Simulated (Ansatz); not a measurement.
Run this with Ansatz 0.2.0 through its Python package and show what comes out.

`POSCAR_la2o3`
```text
La2O3
1.0
   6.26678028    0.00000000    0.00000000
  -3.13339014    5.42719092    0.00000000
   0.00000000    0.00000000    3.29976600
La O
2 3
Direct
   0.33333333    0.66666667    0.50000000
   0.66666667    0.33333333    0.50000000
   0.49198600    0.49198600    0.00000000
   0.00000000    0.50801400    0.00000000
   0.50801400    0.00000000    0.00000000
```

`run_bands.py`
```python
"""Band structure of La2O3."""

from pathlib import Path
import warnings

import ansatz as az
from ase.io import read
import numpy as np

warnings.simplefilter("ignore", az.DeckWarning)

atoms = read("POSCAR_la2o3", format="vasp")
structure = az.Crystal.from_ase(atoms)

# vertices of the path, as fractions of the reciprocal vectors
path = [
    ("G", (0.0, 0.0, 0.0)),
    ("M", (0.5, 0.0, 0.0)),
    ("K", (0.33333, 0.33333, 0.0)),
    ("G", (0.0, 0.0, 0.0)),
    ("A", (0.0, 0.0, 0.5)),
    ("L", (0.5, 0.0, 0.5)),
    ("H", (0.33333, 0.33333, 0.5)),
    ("A", (0.0, 0.0, 0.5)),
]
calculation = (
    structure.calculation()
    .functional("r2scan")
    .occupations("fixed")
    .basis(45 * az.Ry)
    .scf(tolerance=1e-10)
    .kpoints(6, 6, 6)
    .band_structure([point for _, point in path], intervals=10)
    .scf(extra_bands=10)
)
result = calculation.run(threads=1)
report = result.report

for key in ("converged", "n_iterations", "n_electrons", "n_kpoints", "n_pw", "n_symmetry_ops", "free_energy_ev", "fermi_energy_ev"):
    print(f"{key:18s} {report[key]}")

lines = ["| quantity | value |", "|---|---|"]
lines.append(f"| free energy per atom | {report['free_energy_ev'] / len(result.lattice.sites):.4f} eV |")
lines.append(f"| Fermi level | {report['fermi_energy_ev']:.3f} eV |")
lines.append(f"| volume per atom | {report['setup']['cell_volume_ang3'] / len(result.lattice.sites):.3f} A^3 |")
lines.append(f"| valence electrons | {report['n_electrons']:g} |")
Path("summary.md").write_text("\n".join(lines) + "\n")

terms = report["components"]
print({name: round(terms[name], 3) for name in ("e_kinetic", "e_hartree", "e_xc", "e_local", "e_nonlocal", "e_ewald", "e_paw") if name in terms})

bands = result.band_structure()
fermi = bands.fermi_energy_ev
print(f"zero of the bands: {fermi:.3f} eV, the Fermi level found on the SCF mesh")
for spin, channel in enumerate(bands.channels):
    print("channel", spin, "- computed levels within 4 eV of the Fermi level")
    for i, (label, _) in enumerate(path):
        levels = channel.eigenvalues_ev[i * 10] - fermi
        print(f"  {label:3s}", " ".join(f"{e:7.3f}" for e in levels if abs(e) < 4))
```

```console
$ python run_bands.py
converged          True
n_iterations       9
n_electrons        40.0
n_kpoints          28
n_pw               3925
n_symmetry_ops     12
free_energy_ev     -14244.383687215799
fermi_energy_ev    5.904445106872879
{'e_kinetic': 916.218, 'e_hartree': 1080.389, 'e_xc': -488.097, 'e_local': -2761.211, 'e_nonlocal': 331.446, 'e_ewald': -1967.49, 'e_paw': -11355.682}
zero of the bands: 5.904 eV, the Fermi level found on the SCF mesh
channel 0 - computed levels within 4 eV of the Fermi level
  G    -3.282  -2.350  -2.350  -2.021  -2.021  -1.063  -1.063  -0.785  -0.546   1.855   3.867
  M    -2.693  -2.353  -2.108  -1.922  -1.807  -1.721  -1.246  -1.209  -1.012   3.104   3.889
  K    -2.355  -2.318  -2.318  -2.209  -1.515  -1.515  -1.433  -1.433  -1.045   3.624   3.624
  G    -3.282  -2.350  -2.350  -2.021  -2.021  -1.063  -1.063  -0.785  -0.546   1.855   3.867
  A    -3.221  -3.221  -2.621  -1.540  -1.540  -1.273  -1.273  -0.401   0.000
  L    -2.903  -2.214  -2.135  -1.963  -1.871  -1.649  -1.472  -0.758  -0.677
  H    -2.785  -2.067  -2.067  -1.946  -1.790  -1.790  -1.710  -0.777  -0.777
  A    -3.221  -3.221  -2.621  -1.540  -1.540  -1.273  -1.273  -0.401   0.000
```

It writes `summary.md`:
```text
| quantity | value |
|---|---|
| free energy per atom | -2848.8767 eV |
| Fermi level | 5.904 eV |
| volume per atom | 22.446 A^3 |
| valence electrons | 40 |
```

Caveats:
- Absolute energies stand on the zero of these potentials, so only differences at equal settings mean something.
- The energy terms are those on the plane-wave grid, with the one-centre PAW part apart; the terms shown are only some of the summands, so they needn't add up to F.
- The computed bands are complete only to about 5.4 eV above the Fermi level.
- With fixed filling the reported Fermi level is the top filled level among the k-points of the SCF.
- An absolute Fermi energy rests on an arbitrary zero of the periodic potential and has no direct meaning.
- Semilocal functionals put the empty 4f levels of La too low, which can move the conduction edge.
- The structure comes from a database of computed cells and needn't be a stable or known phase.
- Gaps and levels are Kohn-Sham values on a finite set of k-points, without spin-orbit coupling.
- Finished in 52 s on 1 thread of Arm Neoverse V2, with other jobs on the host, peak memory 0.78 GiB.
